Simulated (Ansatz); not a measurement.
A nudged elastic band was laid between two geometries of a periodic cell of 17 atoms, TiSi16 (host Si, host structure diamond, interstitial Ti).

Computed with Ansatz 0.2.0, DFT PBE, scalar-relativistic, plane waves, PAW. Settings: PAW set soft_1, cutoff 420 eV, k mesh 2x2x2, gaussian smearing 0.02 eV, no spin polarisation.

```json
{
  "movable images": "5",
  "climbing image": "yes",
  "spring": "5.0 eV/Å²",
  "optimiser": "quadratic models (default)",
  "start path": "straight line",
  "force threshold": "0.05 eV/Å",
  "iteration limit": "48",
  "end points": "relaxed"
}
```

First end point:

```xyz
17
Lattice="0.0000 5.4300 5.4300 5.4300 0.0000 5.4300 5.4300 5.4300 0.0000" Properties=species:S:1:pos:R:3
Si -0.037 -0.039 0.027
Si 1.361 1.359 1.383
Si 2.758 2.759 0.026
Si 4.077 4.072 1.324
Si 2.725 -0.005 2.709
Si 4.036 1.377 4.075
Si 5.373 2.781 2.677
Si 6.771 4.118 4.077
Si -0.004 2.724 2.709
Si 1.380 4.034 4.073
Si 2.782 5.370 2.673
Si 4.118 6.769 4.075
Si 2.737 2.736 5.464
Si 4.074 4.074 6.814
Si 5.413 5.413 5.468
Si 6.791 6.789 6.772
Ti 6.792 6.789 9.486
```

Last end point:

```xyz
17
Lattice="0.0000 5.4300 5.4300 5.4300 0.0000 5.4300 5.4300 5.4300 0.0000" Properties=species:S:1:pos:R:3
Si 0.005 -0.004 0.027
Si 1.351 1.350 1.351
Si 2.715 2.716 0.025
Si 4.081 4.080 1.351
Si 2.738 0.048 2.722
Si 4.095 1.337 4.115
Si 5.384 2.693 2.719
Si 6.747 4.115 4.096
Si 0.037 2.731 2.713
Si 1.340 4.091 4.101
Si 2.698 5.394 2.712
Si 4.113 6.748 4.100
Si 2.714 2.714 5.413
Si 4.128 4.140 6.749
Si 5.430 5.426 5.395
Si 6.719 6.730 6.745
Ti 8.142 8.146 8.128
```

Which bonds break or form, and what moves?

Contacts lost: Si1–Ti17, Si2–Ti17, Si6–Ti17, Si10–Ti17. Contacts made: Si5–Ti17, Si9–Ti17, Si13–Ti17, Si14–Ti17. The atom that moves furthest is Ti17, by 2.35 Å; four of its nearest neighbours are Si3 2.42, Si1 2.42, Si7 2.44, Si11 2.44 Å at the first end and Si8 2.42, Si12 2.43, Si14 2.44, Si16 2.44 Å at the last.

What energy profile does the band end with?

It converged. The highest image is number 3 of 0 to 6, 1.71 eV above the ends, which have the same energy within 2 meV. By the program's own check the climbing image is of a kind that is not told: the force calls were inconclusive, a negative curvature could not be distinguished from the path's own, the only one lies far off the path, or fixed occupations may fill a level only in part (lowest curvatures found: -3.98 and 0.02 eV/Å²). Limits of this set-up: coarse k mesh, a small cell, in which the defect meets its images.

```tsv
image	path coordinate (Å)	energy (eV)	Si1–Ti17 (Å)	Si2–Ti17 (Å)	Si6–Ti17 (Å)
0	0.00	0.00	2.42	2.76	2.76
1	0.52	0.15	2.41	2.85	2.85
2	1.05	1.05	2.69	3.13	3.13
3	1.57	1.71	3.20	3.51	3.51
4	2.13	1.00	3.79	3.95	3.95
5	2.68	0.11	4.34	4.34	4.34
6	3.23	0.00	4.67	4.49	4.46
```

What is the geometry of the highest image?


```xyz
17
Lattice="0.0000 5.4300 5.4300 5.4300 0.0000 5.4300 5.4300 5.4300 0.0000" Properties=species:S:1:pos:R:3:forces:R:3
Si 0.192 0.192 -0.187 0.00 0.00 0.00
Si 1.431 1.431 1.367 0.00 0.00 0.01
Si 2.826 2.826 0.130 0.01 0.01 -0.01
Si 4.262 4.261 1.174 -0.01 -0.01 0.01
Si 2.647 0.011 2.785 0.00 0.00 0.00
Si 4.064 1.428 4.006 0.00 0.00 0.00
Si 5.300 2.823 2.611 0.01 0.01 -0.01
Si 6.682 4.203 4.180 0.00 0.01 0.00
Si 0.011 2.647 2.785 0.00 0.00 0.00
Si 1.428 4.064 4.005 0.00 0.00 0.00
Si 2.823 5.300 2.611 0.01 0.01 -0.01
Si 4.203 6.682 4.180 0.01 0.00 0.00
Si 2.644 2.644 5.424 0.00 0.00 0.00
Si 3.886 3.886 6.975 -0.01 -0.01 0.01
Si 5.246 5.246 5.614 0.00 0.00 0.00
Si 6.679 6.679 6.663 0.00 0.00 0.00
Ti 7.467 7.467 8.826 -0.01 -0.01 0.01
```

The band took 8 iterations and roughly 10 core-minutes.

The run took 10 min on 1 thread of Arm Neoverse V1 (shared host), peak memory 0.89 GiB.
